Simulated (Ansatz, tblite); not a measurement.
# The cluster Cd₁₀H₂₈S₁₀: rung by rung

How do method and basis change the picture of the cluster Cd₁₀H₂₈S₁₀ (singlet)?

Method: as each input shows; program: Ansatz 0.2.0, Gaussian basis.

Levels to be run: GFN1-xTB, GFN2-xTB, PBE-D4/def2-TZVP, r2SCAN-D4/def2-TZVP, PBE-D4/def2-SVP, PBE0-D4/def2-SVP.

1 further run of the same task is left out (set aside as unsound or not needed).

## 1. The relaxed structure

The geometry is that of the singlet, from an earlier relaxation (r2SCAN-D4/def2-SVP).

48 atoms, charge 0, spin multiplicity 1.

Bond lengths: Cd1–S12 2.984 Å, Cd1–H21 1.677 Å, Cd1–H22 1.716 Å, Cd2–H23 1.684 Å, Cd2–H24 1.679 Å, Cd3–S14 2.811 Å, Cd3–S16 2.737 Å, Cd3–H25 1.846 Å, Cd3–H26 1.693 Å, Cd4–S12 2.594 Å, Cd4–S17 2.828 Å, Cd4–S18 2.737 Å, Cd4–H27 1.689 Å, Cd5–S14 2.969 Å, Cd5–S19 2.651 Å, Cd5–H25 1.847 Å, Cd5–H28 1.683 Å, Cd6–S11 2.651 Å and more. Angles: S12–Cd1–H21 101.7°, S12–Cd1–H22 90.6°, H21–Cd1–H22 166.6°, H23–Cd2–H24 172.6°, S14–Cd3–S16 100.1°, S14–Cd3–H25 89.8°, S14–Cd3–H26 113.4°, S16–Cd3–H25 94.4°, S16–Cd3–H26 110.0°, H25–Cd3–H26 141.6°, S12–Cd4–S17 95.6°, S12–Cd4–S18 92.4°, S12–Cd4–H27 135.0°, S17–Cd4–S18 107.3°, S17–Cd4–H27 105.6°, S18–Cd4–H27 117.2°, S14–Cd5–S19 77.0°, S14–Cd5–H25 85.0° and more.

Cd takes a core potential in the def2 sets. No spin-orbit coupling is included.

PBE0-D4/def2-TZVP was run before; its log isn't repeated, and its numbers join the tables.

## 2. GFN1-xTB

Tight binding, by tblite at 300 K electronic temperature and without a spin-polarisation term:

```python
tblite.interface.Calculator('GFN1-xTB', numbers, positions, charge=0, uhf=0).singlepoint()
```

Energy -1653.8122 eV, HOMO -9.48 eV, LUMO -6.12 eV; 0.16 s.

## 3. GFN2-xTB

Tight binding, by tblite at 300 K electronic temperature and without a spin-polarisation term:

```python
tblite.interface.Calculator('GFN2-xTB', numbers, positions, charge=0, uhf=0).singlepoint()
```

Energy -1439.4904 eV, HOMO -9.94 eV, LUMO -7.30 eV; 0.17 s.

## 4. PBE-D4/def2-TZVP

start.molden holds the orbitals of an earlier run on this state, given as this run's starting guess.

in.yaml

```yaml
crystal:
  periodic: [false, false, false]
  atoms:
    - {symbol: Cd, position_ang: [-5.064995, 1.404965, -0.683548]}
    - {symbol: Cd, position_ang: [-3.052707, -3.327136, 3.571498]}
    - {symbol: Cd, position_ang: [1.792413, -3.660772, -0.470520]}
    - {symbol: Cd, position_ang: [-1.098203, 3.109349, -3.155275]}
    - {symbol: Cd, position_ang: [2.850605, -2.801444, -3.335602]}
    - {symbol: Cd, position_ang: [-0.626906, -0.254629, -0.494265]}
    - {symbol: Cd, position_ang: [-0.639482, 1.943302, 3.097004]}
    - {symbol: Cd, position_ang: [2.058582, -0.205548, 2.622362]}
    - {symbol: Cd, position_ang: [2.958954, 1.909694, -0.723033]}
    - {symbol: Cd, position_ang: [5.176178, -0.277815, -0.242563]}
    - {symbol: S, position_ang: [-2.384652, -1.387118, 1.134856]}
    - {symbol: S, position_ang: [-2.321175, 1.235120, -1.843621]}
    - {symbol: S, position_ang: [-3.317649, 2.679510, 1.528060]}
    - {symbol: S, position_ang: [0.269708, -1.973328, -2.124064]}
    - {symbol: S, position_ang: [0.028424, -2.363432, 3.290230]}
    - {symbol: S, position_ang: [3.223804, -1.795511, 0.931091]}
    - {symbol: S, position_ang: [0.913877, 1.433256, -4.223206]}
    - {symbol: S, position_ang: [-0.100686, 4.223272, -0.862427]}
    - {symbol: S, position_ang: [3.413109, -0.425183, -2.302927]}
    - {symbol: S, position_ang: [0.872538, 1.185258, 0.824825]}
    - {symbol: H, position_ang: [-5.687147, 2.744112, -1.477973]}
    - {symbol: H, position_ang: [-4.814010, -0.062703, 0.168938]}
    - {symbol: H, position_ang: [-3.451541, -1.965489, 4.479379]}
    - {symbol: H, position_ang: [-2.790011, -4.792930, 2.796268]}
    - {symbol: H, position_ang: [3.050360, -3.826540, -1.811768]}
    - {symbol: H, position_ang: [0.853743, -4.588513, 0.590432]}
    - {symbol: H, position_ang: [-1.521203, 4.164303, -4.404123]}
    - {symbol: H, position_ang: [2.819198, -2.979940, -5.008913]}
    - {symbol: H, position_ang: [-1.491179, 0.418960, 3.117599]}
    - {symbol: H, position_ang: [-0.085451, 3.460266, 3.558795]}
    - {symbol: H, position_ang: [2.432354, 0.158117, 4.229836]}
    - {symbol: H, position_ang: [2.455916, 3.146266, -1.776724]}
    - {symbol: H, position_ang: [6.765863, -0.833120, -0.232580]}
    - {symbol: H, position_ang: [4.330960, 1.329576, 0.337941]}
    - {symbol: H, position_ang: [-3.515129, -0.686738, 0.688745]}
    - {symbol: H, position_ang: [-2.009741, -0.432632, 2.137228]}
    - {symbol: H, position_ang: [-2.582703, 0.394012, -2.870960]}
    - {symbol: H, position_ang: [-3.943440, 2.110437, 2.583184]}
    - {symbol: H, position_ang: [-3.774443, 3.916401, 1.830791]}
    - {symbol: H, position_ang: [-0.803913, -2.793050, -2.221742]}
    - {symbol: H, position_ang: [0.690057, -3.506893, 2.989721]}
    - {symbol: H, position_ang: [0.432229, -2.349508, 4.581754]}
    - {symbol: H, position_ang: [3.927810, -2.625141, 1.735103]}
    - {symbol: H, position_ang: [0.761019, 0.249911, -3.568132]}
    - {symbol: H, position_ang: [0.107441, 1.051577, -5.242738]}
    - {symbol: H, position_ang: [-1.313722, 4.366457, -0.273381]}
    - {symbol: H, position_ang: [0.207233, 3.095839, -0.117189]}
    - {symbol: H, position_ang: [3.997700, 0.185171, -3.358354]}
basis:
  gaussian: {orbitals: def2-TZVP, fitting: {mean_field: def2-universal-jkfit}, initial_orbitals: start.molden}
hamiltonian: {xc: pbe, dispersion: d4}
scf: {omitted_lower_state_checks: [starts]}
output: {forces: true, orbitals: {seedname: orbitals}}
```

Started as:

```console
ansatz run in.yaml --threads 4 --pin off --events-out ev --progress --plain --max-ram 66560MiB --backend cuda --devices 0, --max-vram 37GiB
```

The runs that follow: r2SCAN-D4/def2-TZVP; PBE-D4/def2-SVP; PBE0-D4/def2-SVP.

Before running them: what should the planned runs give, taken together? Wanted: gap in def2-TZVP, named functionals, smallest and largest; binding an atom, functionals in def2-TZVP; PBE0 total energy, smallest basis above largest.

As calculated:

```
                                                 quantity                                  value
gap in def2-TZVP, named functionals, smallest and largest    3.66 eV (PBE-D4), 5.49 eV (PBE0-D4)
                binding an atom, functionals in def2-TZVP  2.12 (PBE0-D4) to 2.16 eV (r2SCAN-D4)
          PBE0 total energy, smallest basis above largest         47.62 eV (def2-SVP, def2-TZVP)
```

**Reading.** Orbital gaps of the named functionals in def2-TZVP span 3.66 eV (PBE-D4) to 5.49 eV (PBE0-D4); exact exchange widens it.
